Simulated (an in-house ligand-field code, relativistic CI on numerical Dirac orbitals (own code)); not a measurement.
**d1 to d5 in a ligand field: terms by electron count**

Aim: the terms of a d1 to d5 shell from Racah B and C and the field, by exact diagonalisation.

The numbers are computed with an in-house ligand-field code version 1 (parametric ligand-field model of a d^n configuration (Racah B and C, spin-orbit zeta, crystal field), exact diagonalisation), except any that are marked as measured or tabulated.

**1. What is computed**

```
shell        : d1 to d5
set 1 (cm⁻¹) : d1: B = 400, C = 1810, Oh, 10Dq = 34400
set 2 (cm⁻¹) : d2: B = 400, C = 1810, Oh, 10Dq = 34400
set 3 (cm⁻¹) : d3: B = 400, C = 1810, Oh, 10Dq = 34400
set 4 (cm⁻¹) : d4: B = 400, C = 1810, Oh, 10Dq = 34400
set 5 (cm⁻¹) : d5: B = 400, C = 1810, Oh, 10Dq = 34400
```

**2. Set 1**

Settings, as recorded:

```ini
n = 1
racah_B = 400  # cm-1
racah_C = 1810  # cm-1
zeta = 0  # cm-1
symmetry = Oh
field = {"10Dq": 34400}  # cm-1
```

The run is started by

```sh
> python run_levels.py task.json out
```

One command runs all members of the session, one after another, from task.json.

**3. Set 2**

Settings: those of step 2 with these lines changed.

```diff
@@ -1,2 +1,2 @@
-n = 1
+n = 2
 racah_B = 400  # cm-1
```

**4. Set 3**

Settings: those of step 3 with these lines changed.

```diff
@@ -1,2 +1,2 @@
-n = 2
+n = 3
 racah_B = 400  # cm-1
```

**5. Set 4**

Settings: those of step 4 with these lines changed.

```diff
@@ -1,2 +1,2 @@
-n = 3
+n = 4
 racah_B = 400  # cm-1
```

**6. Set 5**

Settings: those of step 5 with these lines changed.

```diff
@@ -1,2 +1,2 @@
-n = 4
+n = 5
 racah_B = 400  # cm-1
```

(Steps that only read results are left out.)

What does the calculation give? Wanted: lowest terms; sets at their largest spin, of those that allow S over 1.

The runs gave:

| set | 10Dq/B (size) | lowest | S | electrons in z² and x²-y² | first level of the same spin (cm⁻¹) |
| --- | --- | --- | --- | --- | --- |
| 1: Oh, d1 | 86.0 | 2T2 | 0.50 | 0.00 | 2E 34400 |
| 2: Oh, d2 | 86.0 | 3T1 | 1.00 | 0.00 | 3T2 33351 |
| 3: Oh, d3 | 86.0 | 4A2 | 1.50 | 0.00 | 4T2 34400 |
| 4: Oh, d4 | 86.0 | 3T1 | 1.00 | 0.01 | 3E 32536 |
| 5: Oh, d5 | 86.0 | 2T2 | 0.50 | 0.01 | 2A2 31878 |

```
                                                quantity                                   value
                                            lowest terms  1: 2T2, 2: 3T1, 3: 4A2, 4: 3T1, 5: 2T2
sets at their largest spin, of those that allow S over 1                                       3
```

In words: 3 of 5 sets have the highest spin that their shell allows. B, C and the field are free parameters here, not those of a compound.
